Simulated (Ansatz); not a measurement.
I need a relaxation of cell and ions of La3Pb, space group Pm-3m. Use Ansatz 0.2.0 through its Python package. Use: LDA, PAW, cutoff 558 eV, 4×4×4 k-points, Methfessel-Paxton smearing of 0.05 eV.

```
CELL_PARAMETERS angstrom
5.07332 0.00000 0.00000
0.00000 5.07332 0.00000
0.00000 0.00000 5.07332
ATOMIC_POSITIONS crystal
La 0.50000 0.50000 0.00000
La 0.50000 0.00000 0.50000
La 0.00000 0.50000 0.50000
Pb 0.00000 0.00000 0.00000
```

`vcrelax_la3pb.py`:
```python
"""Variable-cell relaxation of La3Pb."""

import json

import ansatz
from ase import Atoms
from ase.io import write
from ase.neighborlist import neighbor_list
import numpy as np

FUNCTIONAL = "lda"
OCCUPATIONS = "Methfessel-Paxton"
WIDTH_EV = 0.05

def edges_and_angles(cell):
    cell = np.asarray(cell)
    a, b, c = np.linalg.norm(cell, axis=1)
    cosines = cell[1] @ cell[2] / (b * c), cell[0] @ cell[2] / (a * c), cell[0] @ cell[1] / (a * b)
    return (a, b, c, *np.degrees(np.arccos(cosines)))

system = (
    ansatz.Lattice.cubic(5.073323)
    .space_group(221)
    .atom("La", (0.5, 0.5, 0.0))
    .atom("Pb", (0.0, 0.0, 0.0))
)

# every cell quantity that the symmetry leaves free
setup = (
    system.calculation()
    .pseudopotentials("paw")
    .kpoints(4)
    .functional(FUNCTIONAL)
    .occupations(OCCUPATIONS, width=WIDTH_EV)
    .basis(41 * ansatz.Ry)
    .relax(max_steps=30, cell=True)
)
result = setup.run(threads=1, events_out="events.ndjson")
with open("events.ndjson") as stream:
    events = [json.loads(line) for line in stream]
steps = [e["data"] for e in events if e["event"] == "relax_step"]
r = result.report
print("step   energy (eV)     max comp. (eV/A)   P (GPa)  SCF")
for s in steps:
    print(f"{s['step']:4d} {s['lagrangian_ev']:15.5f} {s['allowed_force_max_ev_ang']:12.4f} {s['pressure_gpa']:10.3f} {s['n_scf']:5d}")

first, last = steps[0], steps[-1]
symbols = [site.symbol for site in result.lattice.sites]
print(f"energy gained {first['lagrangian_ev'] - last['lagrangian_ev']:.4f} eV in {len(steps) - 1} steps")
for label, vectors in (("before", first["cell_ang"]), ("after", result.lattice.cell_ang)):
    print(label, "a b c (A) {:.4f} {:.4f} {:.4f}  angles {:.2f} {:.2f} {:.2f}".format(*edges_and_angles(vectors)), f" V = {abs(np.linalg.det(vectors)):.3f} A^3")
print("final stress xx yy zz (GPa, compression positive):", np.round(np.diag(r["stress_gpa"]), 3) + 0.0)

relaxed = Atoms(symbols, positions=[site.position_ang for site in result.lattice.sites], cell=result.lattice.cell_ang, pbc=True)
write("relaxed.cif", relaxed, format="cif")

print("relaxed fractional positions")
for site in result.lattice.sites:
    print(f"  {site.symbol:2s}", " ".join(f"{v % 1:8.5f}" for v in np.round(site.position_frac, 5)))

final = Atoms(symbols, positions=last["positions_ang"], cell=result.lattice.cell_ang, pbc=True)
i, j, d = neighbor_list("ijd", final, 4.5)
print("neighbours within 1.2 times the shortest distance of each atom (A)")
for atom in range(len(final)):
    near = [m for m in np.argsort(d) if i[m] == atom]
    shell = [m for m in near if d[m] < 1.2 * d[near[0]]]
    print(f"{symbols[atom]}{atom} ({len(shell)}):", ", ".join(f"{symbols[j[m]]} {d[m]:.3f}" for m in shell))

print("%-22s %14.5f eV" % ("F = E - TS", r["free_energy_ev"]))
print("%-22s %14.5f eV" % ("E", r["internal_energy_ev"]))
print("%-22s %14.5f eV" % ("Harris-Foulkes", r["harris_foulkes_ev"]))
print("%-22s %14.5f eV" % ("Fermi level", r["fermi_energy_ev"]))
```

Output of `python vcrelax_la3pb.py`:
```text
step   energy (eV)     max comp. (eV/A)   P (GPa)  SCF
   1    -29832.37351       0.0000     -4.016     7
   2    -29832.52731       0.0000      0.912     6
   3    -29832.53283       0.0000     -0.130     5
   4    -29832.53296       0.0000     -0.003     4
   5    -29832.53278       0.0000     -0.003     5
energy gained 0.1593 eV in 4 steps
before a b c (A) 5.0733 5.0733 5.0733  angles 90.00 90.00 90.00  V = 130.580 A^3
after a b c (A) 4.9162 4.9162 4.9162  angles 90.00 90.00 90.00  V = 118.816 A^3
final stress xx yy zz (GPa, compression positive): [-0.003 -0.003 -0.003]
relaxed fractional positions
  La  0.50000  0.50000  0.00000
  La  0.00000  0.50000  0.50000
  La  0.50000  0.00000  0.50000
  Pb  0.00000  0.00000  0.00000
neighbours within 1.2 times the shortest distance of each atom (A)
La0 (12): La 3.476, Pb 3.476, La 3.476, La 3.476, Pb 3.476, La 3.476, La 3.476, La 3.476, La 3.476, La 3.476, Pb 3.476, Pb 3.476
La1 (12): Pb 3.476, La 3.476, La 3.476, La 3.476, Pb 3.476, La 3.476, La 3.476, La 3.476, La 3.476, Pb 3.476, La 3.476, Pb 3.476
La2 (12): Pb 3.476, La 3.476, La 3.476, Pb 3.476, Pb 3.476, La 3.476, La 3.476, La 3.476, Pb 3.476, La 3.476, La 3.476, La 3.476
Pb3 (12): La 3.476, La 3.476, La 3.476, La 3.476, La 3.476, La 3.476, La 3.476, La 3.476, La 3.476, La 3.476, La 3.476, La 3.476
F = E - TS               -29832.53278 eV
E                        -29832.52821 eV
Harris-Foulkes           -29832.53278 eV
Fermi level                  13.11557 eV
```

It writes `relaxed.cif`:
```cif
data_image0
_chemical_formula_structural       La3Pb
_chemical_formula_sum              "La3 Pb1"
_cell_length_a       4.916153550494678
_cell_length_b       4.916153550494678
_cell_length_c       4.916153550494678
_cell_angle_alpha    90.0
_cell_angle_beta     90.0
_cell_angle_gamma    90.0

_space_group_name_H-M_alt    "P 1"
_space_group_IT_number       1

loop_
  _space_group_symop_operation_xyz
  'x, y, z'

loop_
  _atom_site_type_symbol
  _atom_site_label
  _atom_site_symmetry_multiplicity
  _atom_site_fract_x
  _atom_site_fract_y
  _atom_site_fract_z
  _atom_site_occupancy
  La  La1       1.0  0.5  0.5  0.0  1.0000
  La  La2       1.0  5.014469754647121e-33  0.5  0.5  1.0000
  La  La3       1.0  0.5  0.0  0.5  1.0000
  Pb  Pb1       1.0  0.0  0.0  0.0  1.0000
```

Total energies depend on the potentials; only differences at equal settings carry meaning. A total without «per atom» is that of the cell as typed. Forces vanish by symmetry, so the ions can't move, and the end may be a saddle. The mesh is modest for a metal, so energies can be off by several to tens of meV an atom and pressures by half a GPa or more; differences at equal mesh fare better. Only differences from the Fermi energy are physical; the zero of the scale is a convention. Energies along a relaxation are free energies. Rows at an unchanged volume are solved on a plane-wave basis chosen afresh for that cell, so the energy jumps there and such rows are no steps of the walk. Spin-orbit coupling, which matters for elements this heavy, is left out. The structure comes from a database of computed cells and needn't be a stable or known phase. Hardware and time: 17 s on 1 thread of Arm Neoverse V2, on a shared host, peak memory 0.54 GiB.

(Lines on the test bed's own set-up are left out of the output.)
